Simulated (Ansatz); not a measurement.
Crystal: Ti3S2.

```xyz
5
Lattice="2.7131 1.5664 3.2376 -2.7131 1.5664 3.2376 0.0000 -3.1328 3.2376" Properties=species:S:1:pos:R:3 pbc="T T T"
Ti   -0.9107   -1.5555    3.2376
Ti    1.8024   -0.0109    3.2376
Ti   -0.8918    1.5664    3.2376
S     0.0000    0.0000    1.6302
S     0.0000    0.0000    8.0827
```

The cell comes from a database or a generator and needn't be the stable form of this composition.

Base run:

| Quantity | Value |
| --- | --- |
| Program | Ansatz 0.2.0 |
| Functional | PBE |
| Potentials or basis | Ansatz PAW |
| Cutoff | 420 eV |
| Density cutoff | 1680 eV |
| k mesh | 6 × 6 × 6 |
| Occupations | fermi-dirac, width 0.05 eV |
| Spin | no spin polarisation |

Its results: band gap on the k mesh none (metal or under the smearing width); pressure 0.3 GPa; largest force 0.034 eV/Å.

The run is repeated on the same cell with these changes: functional from PBE to PBEsol. What comes out?

Band gap on the k mesh none (metal or under the smearing width); pressure -4.5 GPa; largest force 0.044 eV/Å.

PBEsol binds more tightly than PBE, so the same cell stands under less pressure.

Caveats: the PAW data sets come from PBE, with cores solved anew for the run's functional, which leaves a small shift of forces and pressure (some runs).

Not every run made on this cell is shown here.
